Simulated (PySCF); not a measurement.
# C₄H₆BN: excited states, first hyperpolarisability

What do calculations give for the excited states, first hyperpolarisability of C₄H₆BN (`B1C=CC=CN1`)?

Computed with PySCF 2.14.0 and routines of our own; the level stands in each step. Atoms count from 0.

## (1) The system as given

12 atoms, charge 0, multiplicity 1; geometry from: GFN2-xTB.

## (2) Geometry optimisation at PBE0-D3(BJ)/def2-TZVP

Job settings and geometry (Å):

```
{"job": {"xc": "PBE0", "basis": "def2-TZVP", "d3": "d3bj", "grid": 2, "kind": "geom"}, "charge": 0, "multiplicity": 1}
B      1.268921     0.729439     0.004026
C     -0.072734     1.432213     0.033995
C     -1.217220     0.691477     0.026410
C     -1.170588    -0.720109    -0.009774
C      0.024174    -1.367726    -0.036363
N      1.192562    -0.683852    -0.029966
H      2.324224     1.239221     0.006443
H     -0.173018     2.510345     0.062450
H     -2.193615     1.160920     0.047532
H     -2.086611    -1.290109    -0.015777
H      0.077853    -2.448988    -0.063898
H      2.027250    -1.253516    -0.051107
```

Run with:

```
> OMP_NUM_THREADS=1 python excited_run.py task.json out
```

This one command runs all jobs of the session in turn.

Output:

```text
step   0  E = -235.47928198  max force = 0.012714
step   1  E = -235.47986304  max force = 0.000919
step   2  E = -235.47986466  max force = 0.000705
step   3  E = -235.47986714  max force = 0.000317
optimisation converged
```

Wall time 35 s (1 thread of Intel Xeon 6975P-C, shared host); peak memory 0.9 GiB.

The steps of the relaxation:

```csv
step,energy from step 0 (eV),largest force component (eV/Å)
0,0.0000,0.6538
1,-0.0158,0.0473
2,-0.0159,0.0363
3,-0.0159,0.0163
```

Close pairs (by a distance rule), those that changed most:

```csv
bond,before (Å),after (Å),change (Å)
B0–H6,1.172,1.195,+0.023
B0–N5,1.416,1.431,+0.015
B0–C1,1.515,1.508,-0.007
C1–C2,1.363,1.369,+0.006
C2–H8,1.084,1.087,+0.004
C3–H9,1.079,1.082,+0.003
N5–H11,1.011,1.008,-0.003
C2–C3,1.413,1.416,+0.003
```

The final coordinates are the input of the step that follows.

```csv
at the end point,value
point group (found at 0.08 Å tolerance),Cs
"rotational constants (GHz, main isotopes)","5.723, 5.414, 2.782"
dipole moment (D),2.13
```

## (3) Excited states: TDA wB97X-D/def2-TZVPD

Job settings and geometry (Å):

```
{"job": {"kind": "states", "xc": "wB97X-D", "basis": "def2-TZVPD", "tda": true, "soc": true, "nstates": 6, "ntriplets": 5, "nquad": 4}, "charge": 0, "multiplicity": 1}
B      1.207963     0.719998    -0.017216
C     -0.129236     1.413743     0.040814
C     -1.266911     0.652130     0.044366
C     -1.221371    -0.761774    -0.005205
C     -0.023570    -1.404545    -0.058536
N      1.138959    -0.708158    -0.064747
H      2.290132     1.226952    -0.028490
H     -0.235663     2.493067     0.079848
H     -2.246953     1.120967     0.085922
H     -2.132866    -1.344528    -0.001443
H      0.044639    -2.485546    -0.097588
H      1.980470    -1.261408    -0.106152
```

Method: TDA wB97X-D/def2-TZVPD excited states, vertical, gas phase, spin-orbit mean-field couplings.

Output:

```text
coarse grid: 10216 points
cycle   1  E = -235.6464905352  dE =  1.188e+00  |g| = 3.778e-01  |ddm| = 3.904e+00
cycle   2  E = -235.6635918556  dE = -1.710e-02  |g| = 3.259e-01  |ddm| = 1.326e+00
cycle   3  E = -235.6894476459  dE = -2.586e-02  |g| = 4.228e-02  |ddm| = 5.007e-01
cycle   4  E = -235.6899352893  dE = -4.876e-04  |g| = 2.397e-02  |ddm| = 1.497e-01
cycle   5  E = -235.6900797521  dE = -1.445e-04  |g| = 4.016e-03  |ddm| = 3.834e-02
cycle   6  E = -235.6900870113  dE = -7.259e-06  |g| = 2.206e-03  |ddm| = 1.776e-02
final grid: 99264 points
cycle   7  E = -235.6757842348  dE = -1.484e-04  |g| = 9.484e-03  |ddm| = 6.806e-01
cycle   8  E = -235.6757816106  dE =  2.624e-06  |g| = 1.050e-02  |ddm| = 7.884e-02
cycle   9  E = -235.6758023175  dE = -2.071e-05  |g| = 6.975e-04  |ddm| = 7.827e-03
cycle  10  E = -235.6758024635  dE = -1.459e-07  |g| = 4.879e-04  |ddm| = 5.190e-03
cycle  11  E = -235.6758025371  dE = -7.361e-08  |g| = 1.020e-04  |ddm| = 1.809e-03
cycle  12  E = -235.6758025455  dE = -8.444e-09  |g| = 5.872e-05  |ddm| = 4.143e-04
cycle  13  E = -235.6758025481  dE = -2.599e-09  |g| = 1.598e-05  |ddm| = 2.148e-04
cycle  14  E = -235.6758025484  dE = -2.461e-10  |g| = 5.791e-06  |ddm| = 8.308e-05
converged SCF energy = -235.6758025484

Singlet excitations
state   eV       nm        f     d(h-e)  d(exc)  Lambda  PR(NTO)  |dmu|/D   mu/D   main configurations
  1   5.3773   230.6   0.21878   0.385   2.669   0.767   1.277    1.156    3.210   H->L 0.83
  2   5.9789   207.4   0.00077   1.382   4.062   0.242   1.018    5.718    4.218   H->L+1 0.87
  3   6.3383   195.6   0.10160   0.306   2.807   0.789   1.597    0.751    1.707   H->L+2 0.70, H-1->L 0.21
  4   6.6196   187.3   0.00218   0.638   2.639   0.488   1.025    1.323    1.029   H-2->L 0.96
  5   6.8462   181.1   0.00604   0.245   4.122   0.224   1.088                     H->L+4 0.79, H->L+3 0.12
  6   6.9435   178.6   0.05462   0.721   4.398   0.231   1.054                     H->L+3 0.71, H->L+4 0.12

Triplet excitations (Tamm-Dancoff)
state   eV     d(h-e)  d(exc)  Lambda  PR(NTO)   main configurations
  1   3.5210   0.116   2.509   0.785   1.040   H->L 0.93
  2   4.7054   0.286   2.606   0.794   1.058   H->L+2 0.90
  3   5.1145   0.254   2.422   0.759   1.076   H-1->L 0.93
  4   5.9612   1.430   4.071   0.242   1.020   H->L+1 0.87
  5   6.2241   0.594   2.566   0.486   1.023   H-2->L 0.93
S1 - T1 = 1.8563 eV

Spin-orbit couplings |<S|Hso|T>| (cm-1)
             T1       T2       T3       T4       T5
S0        0.007    0.006    0.005    5.958    3.678
S1        0.029    0.070    0.011    2.279    3.981
S2        1.991    2.147    0.881    0.037    0.003
S3        0.065    0.029    0.010    1.321    0.492
S4        3.731    1.264    1.271    0.150    0.364
S5        3.286    2.627    1.146    2.183    0.114
S6        2.240    0.927    0.791    0.171    0.161
T1 sublevels (cm-1): 0.000 0.000 0.001   radiative rates (1/s): 0.016 0.00221 0.000386
```

It took 28 s on 1 thread of Intel Xeon 6975P-C, shared host; peak memory 0.92 GiB.

From this job:

```csv
quantity,value
S1 less T1,1.86 eV
```

## (4) Excited states: TDDFT CAM-B3LYP/def2-TZVPD

The job, as its differences from that of step 3:

```diff
@@ -1,2 +1,2 @@
-{"job": {"kind": "states", "xc": "wB97X-D", "basis": "def2-TZVPD", "tda": true, "soc": true, "nstates": 6, "ntriplets": 5, "nquad": 4}, "charge": 0, "multiplicity": 1}
+{"job": {"kind": "states", "xc": "CAM-B3LYP", "basis": "def2-TZVPD", "tpa": true, "nstates": 8, "nquad": 6, "ntriplets": 0}, "charge": 0, "multiplicity": 1}
 B      1.207963     0.719998    -0.017216
```

With the program's defaults for keys left out, this is: TDDFT CAM-B3LYP/def2-TZVPD excited states, vertical, gas phase, two-photon moments by quadratic response.

Output:

```text
coarse grid: 10216 points
cycle   1  E = -235.5908351305  dE =  1.121e+00  |g| = 4.014e-01  |ddm| = 3.950e+00
cycle   2  E = -235.5970353326  dE = -6.200e-03  |g| = 3.986e-01  |ddm| = 1.294e+00
cycle   3  E = -235.6371791178  dE = -4.014e-02  |g| = 5.317e-02  |ddm| = 6.394e-01
cycle   4  E = -235.6377456742  dE = -5.666e-04  |g| = 3.241e-02  |ddm| = 9.148e-02
cycle   5  E = -235.6379996934  dE = -2.540e-04  |g| = 5.091e-03  |ddm| = 4.216e-02
cycle   6  E = -235.6380069761  dE = -7.283e-06  |g| = 2.623e-03  |ddm| = 8.439e-03
final grid: 99264 points
cycle   7  E = -235.6296142629  dE = -3.934e-05  |g| = 6.674e-03  |ddm| = 2.031e-01
cycle   8  E = -235.6296103692  dE =  3.894e-06  |g| = 8.253e-03  |ddm| = 1.567e-02
cycle   9  E = -235.6296235172  dE = -1.315e-05  |g| = 6.291e-04  |ddm| = 5.672e-03
cycle  10  E = -235.6296236195  dE = -1.022e-07  |g| = 3.281e-04  |ddm| = 1.382e-03
cycle  11  E = -235.6296236562  dE = -3.671e-08  |g| = 8.830e-05  |ddm| = 5.477e-04
cycle  12  E = -235.6296236605  dE = -4.272e-09  |g| = 4.237e-05  |ddm| = 2.120e-04
cycle  13  E = -235.6296236614  dE = -9.754e-10  |g| = 1.342e-05  |ddm| = 1.102e-04
converged SCF energy = -235.6296236614

Singlet excitations
state   eV       nm        f     d(h-e)  d(exc)  Lambda  PR(NTO)  |dmu|/D   mu/D   delta(TPA)   sigma/GM   main configurations
  1   5.1202   242.1   0.17324   0.328   2.669   0.751   1.299    0.992    3.046       45.55      0.438   H->L 0.92
  2   5.6853   218.1   0.00023   1.603   4.056   0.268   1.012    6.471    4.909       68.27      0.808   H->L+1 0.93
  3   6.1389   202.0   0.08819   0.291   2.844   0.696   1.589    0.811    1.891       92.82      1.282   H->L+2 0.65, H-1->L 0.17, H->L+3 0.14
  4   6.5285   189.9   0.00053   0.586   4.148   0.467   1.051    2.576    3.255       36.48      0.570   H->L+3 0.77, H->L+2 0.16
  5   6.6267   187.1   0.00473   0.624   2.681   0.481   1.062    1.351    0.939        0.06      0.001   H-2->L 0.94
  6   6.6732   185.8   0.04844   0.473   4.358   0.255   1.090    1.934    0.825        7.26      0.118   H->L+4 0.86
  7   7.2002   172.2   0.45294   0.379   2.750   0.706   1.738                                            H-1->L 0.74, H->L+2 0.14
  8   7.2031   172.1   0.00220   0.485   3.907   0.288   1.050                                            H->L+5 0.54, H->L+7 0.37
```

Wall time 34 s (1 thread of Intel Xeon 6975P-C, shared host); peak memory 1.1 GiB.

## (5) First hyperpolarisability: quadratic response CAM-B3LYP/def2-TZVPD

The job, as its differences from that of step 4:

```diff
@@ -1,2 +1,2 @@
-{"job": {"kind": "states", "xc": "CAM-B3LYP", "basis": "def2-TZVPD", "tpa": true, "nstates": 8, "nquad": 6, "ntriplets": 0}, "charge": 0, "multiplicity": 1}
+{"job": {"kind": "beta", "xc": "CAM-B3LYP", "basis": "def2-TZVPD"}, "charge": 0, "multiplicity": 1}
 B      1.207963     0.719998    -0.017216
```

With the program's defaults for keys left out, this is: quadratic response CAM-B3LYP/def2-TZVPD first hyperpolarisability, Taylor convention, gas phase.

Output:

```text
coarse grid: 10216 points
cycle   1  E = -235.5908351305  dE =  1.121e+00  |g| = 4.014e-01  |ddm| = 3.950e+00
cycle   2  E = -235.5970353326  dE = -6.200e-03  |g| = 3.986e-01  |ddm| = 1.294e+00
cycle   3  E = -235.6371791178  dE = -4.014e-02  |g| = 5.317e-02  |ddm| = 6.394e-01
cycle   4  E = -235.6377456742  dE = -5.666e-04  |g| = 3.241e-02  |ddm| = 9.148e-02
cycle   5  E = -235.6379996934  dE = -2.540e-04  |g| = 5.091e-03  |ddm| = 4.216e-02
cycle   6  E = -235.6380069761  dE = -7.283e-06  |g| = 2.623e-03  |ddm| = 8.439e-03
final grid: 99264 points
cycle   7  E = -235.6296142629  dE = -3.934e-05  |g| = 6.674e-03  |ddm| = 2.031e-01
cycle   8  E = -235.6296103692  dE =  3.894e-06  |g| = 8.253e-03  |ddm| = 1.567e-02
cycle   9  E = -235.6296235172  dE = -1.315e-05  |g| = 6.291e-04  |ddm| = 5.672e-03
cycle  10  E = -235.6296236195  dE = -1.022e-07  |g| = 3.281e-04  |ddm| = 1.382e-03
cycle  11  E = -235.6296236562  dE = -3.671e-08  |g| = 8.830e-05  |ddm| = 5.477e-04
cycle  12  E = -235.6296236605  dE = -4.272e-09  |g| = 4.237e-05  |ddm| = 2.120e-04
cycle  13  E = -235.6296236614  dE = -9.754e-10  |g| = 1.342e-05  |ddm| = 1.102e-04
converged SCF energy = -235.6296236614

Lowest singlets (eV, f): 5.1202 0.1732  5.6853 0.0002  6.1389 0.0882

First hyperpolarisability (au)
process     nm      |vector|   parallel      HRS      DR
static         -      159.63      84.55      58.53   8.761
shg       1907.0      173.09      91.64      63.71   8.168
eope      1907.0      163.93      86.81          -       -
shg       1064.0      210.18     111.34      78.11   6.954
eope      1064.0      174.11      92.18          -       -
```

Wall time 26 s (1 thread of Intel Xeon 6975P-C, shared host); peak memory 1 GiB.

## (6) Summary of results

| quantity | value |
| --- | --- |
| point group | Cs |
| rotational constants (main isotopes) | 5.72, 5.41, 2.78 GHz |
| S1 less T1 (step 3, TDA wB97X-D/def2-TZVPD) | 1.86 eV |
| β vector (step 5, quadratic response CAM-B3LYP/def2-TZVPD) | static 160, SHG 1907.0 nm 173, SHG 1064.0 nm 210 au |

What this shows: The optimisation took 3 steps and gained 0.016 eV; among the close pairs (by a distance rule), B0–H6 changed most, from 1.172 to 1.195 Å. In step 3, the number of triplets below S1 is 3, and the largest singlet-triplet spin-orbit coupling is S0–T4, 5.96 cm⁻¹. β grows from 160 au (static) to 210 au for doubling at 1064.0 nm: normal dispersion, which grows as twice the photon energy moves toward the bright states.
